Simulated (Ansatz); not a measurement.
Relaxation of a periodic cell of 31 atoms, Al30Cu (host Al, host structure fcc, dopant Cu, one Al atom removed), to a largest force component of 0.03 eV/Å in at most 60 steps.

Theory: DFT PBE, scalar-relativistic, plane waves, PAW (Ansatz 0.2.0). Settings: PAW set soft_1, cutoff 420 eV, k mesh 3x3x3, gaussian smearing 0.1 eV, no spin polarisation.

```xyz
31
Lattice="8.1000 0.0000 0.0000 0.0000 8.1000 0.0000 0.0000 0.0000 8.1000" Properties=species:S:1:pos:R:3:forces:R:3
Al 4.050 0.000 0.000 -0.15 0.16 0.00
Al 6.075 2.025 0.000 -0.14 0.12 0.00
Al 6.075 0.000 2.025 0.09 -0.03 0.10
Al 0.000 0.000 0.000 0.10 0.10 0.00
Cu 2.025 2.025 0.000 -0.05 -0.05 0.00
Al 6.075 6.075 0.000 -0.13 -0.13 0.00
Al 2.025 0.000 2.025 -0.11 0.19 -0.02
Al 4.050 2.025 2.025 -0.15 0.16 -0.32
Al 6.075 4.050 2.025 -0.14 0.05 -0.09
Al 4.050 0.000 4.050 0.01 -0.04 0.00
Al 6.075 2.025 4.050 0.11 -0.09 0.00
Al 6.075 0.000 6.075 0.09 -0.03 -0.10
Al 0.000 4.050 0.000 0.16 -0.15 0.00
Al 2.025 6.075 0.000 0.12 -0.14 0.00
Al 0.000 2.025 2.025 0.19 -0.11 -0.02
Al 2.025 4.050 2.025 0.16 -0.15 -0.32
Al 4.050 6.075 2.025 0.05 -0.14 -0.09
Al 0.000 0.000 4.050 0.02 0.02 0.00
Al 2.025 2.025 4.050 -0.12 -0.12 0.00
Al 4.050 4.050 4.050 0.05 0.05 0.00
Al 6.075 6.075 4.050 0.05 0.05 0.00
Al 2.025 0.000 6.075 -0.11 0.19 0.02
Al 4.050 2.025 6.075 -0.15 0.16 0.32
Al 6.075 4.050 6.075 -0.14 0.05 0.09
Al 0.000 6.075 2.025 -0.03 0.09 0.10
Al 0.000 4.050 4.050 -0.04 0.01 0.00
Al 2.025 6.075 4.050 -0.09 0.11 0.00
Al 0.000 2.025 6.075 0.19 -0.11 0.02
Al 2.025 4.050 6.075 0.16 -0.15 0.32
Al 4.050 6.075 6.075 0.05 -0.14 0.09
Al 0.000 6.075 6.075 -0.03 0.09 -0.10
```

Problem. Where does it end, and by what steps?

Solution. The run converged. Limits of this set-up: coarse k mesh, a small cell, in which the defect meets its images, a typed lattice constant that wasn't relaxed here. After 2 steps the energy has fallen by 0.128 eV; Al8 moved furthest, 0.10 Å.

```json
{"step": "0", "energy less start (eV)": "0.0000", "largest force component (eV/Å)": "0.322", "accepted": "yes"}
{"step": "1", "energy less start (eV)": "-0.1226", "largest force component (eV/Å)": "0.056", "accepted": "yes"}
{"step": "2", "energy less start (eV)": "-0.1281", "largest force component (eV/Å)": "0.013", "accepted": "yes"}
```

```xyz
31
Lattice="8.1000 0.0000 0.0000 0.0000 8.1000 0.0000 0.0000 0.0000 8.1000" Properties=species:S:1:pos:R:3
Al 4.020 0.026 0.000
Al 6.061 2.049 0.000
Al 6.081 0.004 2.036
Al 0.004 0.004 0.000
Cu 1.988 1.988 0.000
Al 6.055 6.055 0.000
Al 2.012 0.027 2.020
Al 4.017 2.066 1.934
Al 6.057 4.053 2.005
Al 4.046 0.014 4.050
Al 6.081 2.016 4.050
Al 6.081 0.004 6.064
Al 0.026 4.020 0.000
Al 2.049 6.061 0.000
Al 0.027 2.012 2.020
Al 2.066 4.017 1.934
Al 4.053 6.057 2.005
Al 0.003 0.003 4.050
Al 2.021 2.021 4.050
Al 4.049 4.049 4.050
Al 6.084 6.084 4.050
Al 2.012 0.027 6.080
Al 4.017 2.066 6.166
Al 6.057 4.053 6.095
Al 0.004 6.081 2.036
Al 0.014 4.046 4.050
Al 2.016 6.081 4.050
Al 0.027 2.012 6.080
Al 2.066 4.017 6.166
Al 4.053 6.057 6.095
Al 0.004 6.081 6.064
```

Whether the end is a true minimum wasn't checked by a vibrational analysis.

Run time: 19 s on 4 threads of Arm Neoverse V2, on a shared host, peak memory 1.3 GiB.
